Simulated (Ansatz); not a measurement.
**CH₄AlNO: one species, many methods**

Aim: compute CH₄AlNO with functionals from several rungs and with coupled cluster. The yardstick is the atomisation energy at the CCSD(T) limit.

Method: functionals in def2-TZVPP, the program's frozen cores in correlated methods; program: Ansatz 0.2.0, Gaussian basis.

The runs, in order: LDA (SPW92), PBE-D4, revPBE-D4, BLYP-D4, r2SCAN-D4, B97M-V, PBE0-D4, B3LYP-D4, r2SCANh-D4, r2SCAN0-D4, HSE06-D4, BHLYP-D4, CAM-B3LYP-D4, LC-ωPBE, ωB97X-V, ωB97M-V, B2PLYP, PBE-QIDH; CCSD(T)/def2-SVP; CCSD(T)/def2-TZVPP; MP2/def2-QZVPP; extrapolation to the limit; RPA on PBE.

## (1) The geometry

All runs share one geometry, relaxed beforehand with PBE0-D4 in a triple-zeta def2 set.

SMILES `N=[C](O)[AlH2]`, 8 atoms, charge 0, spin multiplicity 1.

Atoms are counted from 1 here; the program's logs count them from 0.

Bond lengths: N1–C2 1.271 Å, N1–H5 1.016 Å, C2–O3 1.350 Å, C2–Al4 1.987 Å, O3–H6 0.972 Å, Al4–H7 1.585 Å, Al4–H8 1.581 Å. Angles: C2–N1–H5 111.6°, N1–C2–O3 118.4°, N1–C2–Al4 124.6°, O3–C2–Al4 117.1°, C2–O3–H6 106.8°, C2–Al4–H7 113.2°, C2–Al4–H8 123.4°, H7–Al4–H8 123.4°.

As a file:

```
N     0.3276    1.2987   -0.8405
C     0.3731    0.4126    0.0696
O     1.2525    0.5762    1.0804
Al   -0.7667   -1.2137    0.1178
H    -0.3673    1.0732   -1.5472
H     1.7249    1.4080    0.9092
H    -1.7654   -1.3125   -1.1085
H    -0.6866   -2.2997    1.2633
```

## (2) LDA

This LDA is Slater exchange with PW92 correlation.

Contents of in.yaml:

```yaml
crystal:
  periodic: [false, false, false]
  atoms:
    - {symbol: N, position_ang: [0.327569, 1.298740, -0.840498]}
    - {symbol: C, position_ang: [0.373077, 0.412634, 0.069585]}
    - {symbol: O, position_ang: [1.252489, 0.576175, 1.080379]}
    - {symbol: Al, position_ang: [-0.766683, -1.213666, 0.117795]}
    - {symbol: H, position_ang: [-0.367274, 1.073196, -1.547212]}
    - {symbol: H, position_ang: [1.724937, 1.408030, 0.909219]}
    - {symbol: H, position_ang: [-1.765416, -1.312522, -1.108465]}
    - {symbol: H, position_ang: [-0.686599, -2.299687, 1.263297]}
basis:
  gaussian: {orbitals: def2-TZVPP}
hamiltonian: {xc: lda}
output: {orbitals: {seedname: orbitals}}
```

Command:

```bash
ansatz run in.yaml --threads 2 --pin off --events-out ev --progress --plain --max-ram 4352MiB
```

After this run come: PBE-D4 (GGA); revPBE-D4 (GGA); BLYP-D4 (GGA); r2SCAN-D4 (meta-GGA); B97M-V (meta-GGA); PBE0-D4 (hybrid); B3LYP-D4 (hybrid); r2SCANh-D4 (hybrid); r2SCAN0-D4 (hybrid); HSE06-D4 (hybrid); BHLYP-D4 (hybrid); CAM-B3LYP-D4 (range-separated); LC-ωPBE (range-separated); ωB97X-V (range-separated); ωB97M-V (range-separated); B2PLYP (double hybrid); PBE-QIDH (double hybrid); CCSD(T) in def2-SVP; CCSD(T) in def2-TZVPP; MP2 in def2-QZVPP; RPA on PBE orbitals.

Q: Predict the results of all the runs planned. Wanted: atomisation energy, CCSD(T)/CBS; farthest beyond LDA; mean size of error, GGA; mean size of error, meta-GGA; mean size of error, hybrid; mean size of error, range-separated; mean size of error, double hybrid; gap, smallest and largest; T1 diagnostic.

As calculated:

| quantity | value |
| --- | --- |
| atomisation energy, CCSD(T)/CBS | 28.483 eV |
| functionals within 0.142 eV (0.5 %) | revPBE-D4, r2SCAN-D4, PBE0-D4, B3LYP-D4, HSE06-D4, LC-ωPBE, ωB97X-V |
| farthest beyond LDA | BHLYP-D4 (-1.249 eV) |
| mean size of error, GGA | 0.382 eV |
| mean size of error, meta-GGA | 0.117 eV |
| mean size of error, hybrid | 0.426 eV |
| mean size of error, range-separated | 0.138 eV |
| mean size of error, double hybrid | 0.387 eV |
| gap, smallest and largest | 3.08 eV (LDA (SPW92)), 10.15 eV (LC-ωPBE) |
| T1 diagnostic | 0.0146 |
| triples share of the correlation energy | 4.1 % |

**Reading.** LDA overbinds by 4.739 eV (17 %). PBE-D4 misses by +0.834 eV. Double hybrids carry the basis error of their MP2 part in triple zeta, and no dispersion term here, so their miss is partly the set-up's. The rungs meta-GGA, range-separated miss on average by less than the doubt on the reference (0.142 eV), so they tie. The reference freezes the cores and leaves out relativity and excitations past (T), so misses under about 0.142 eV can't be ranked. Hartree-Fock recovers 66 % of the binding; the rest is correlation. CCSD(T) in def2-SVP is off by -1.914 eV, worse than the median functional, from the basis alone. The gap grows from 3.1 to 10.1 eV across the functionals, mostly with the share of exact exchange.
